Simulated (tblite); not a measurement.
# C5H12SSi: the cost of one run

Programs: tblite 0.8.0 and PySCF 2.14.0, with density-fitted response routines of our own. Each step states its level of theory. These are calculated values for one molecule in the gas phase, unless marked as measured. Atoms count from 0, in the outputs and in this text.

**1. Starting geometry**

19 atoms, charge 0, multiplicity 1; geometry from: force field or distance geometry start.

Bonds of the start (Å): C0–C1 1.34, C1–C2 1.48, C2–C3 1.51, C3–C4 1.50, C1–S5 1.79, S5–Si6 2.15, C0–H7 1.09, C0–H8 1.10, C2–H9 1.11, C2–H10 1.11, C3–H11 1.11, C3–H12 1.11, C4–H13 1.12, C4–H14 1.10, C4–H15 1.12, Si6–H16 1.46, Si6–H17 1.46, Si6–H18 1.48.

**2. Geometry optimisation with GFN2-xTB**

What the job is given:

```
{"job": {"kind": "relax", "xc": "GFN2-xTB", "basis": "xTB"}, "charge": 0, "multiplicity": 1}
C      1.157900     0.063300    -1.615700
C      0.574400    -0.283800    -0.455800
C     -0.797700    -0.841900    -0.493700
C     -1.667800     0.090400     0.322900
C     -3.110800    -0.311600     0.408200
S      1.471000    -0.095300     1.087100
Si     3.405000     0.732300     0.624600
H      2.165500     0.480000    -1.651700
H      0.594100    -0.060000    -2.555900
H     -1.127200    -0.797800    -1.555300
H     -0.873800    -1.893800    -0.156000
H     -1.227200     0.135500     1.344300
H     -1.608600     1.093400    -0.137700
H     -3.669700     0.366800    -0.286900
H     -3.331100    -1.332200     0.065400
H     -3.520500    -0.130600     1.430200
H      3.201000     1.881200    -0.258700
H      4.047200     1.192100     1.852500
H      4.308600    -0.278800     0.039700
```

On the command line:

```
> OMP_NUM_THREADS=1 python probes_run.py task.json out
```

The driver reads the jobs from task.json and runs them one after another.

**Question.** How long does this first job take on 1 thread of Arm Neoverse N1, shared host, and how much memory does it need?

About 1.5 s, with a peak of 0.18 GiB.
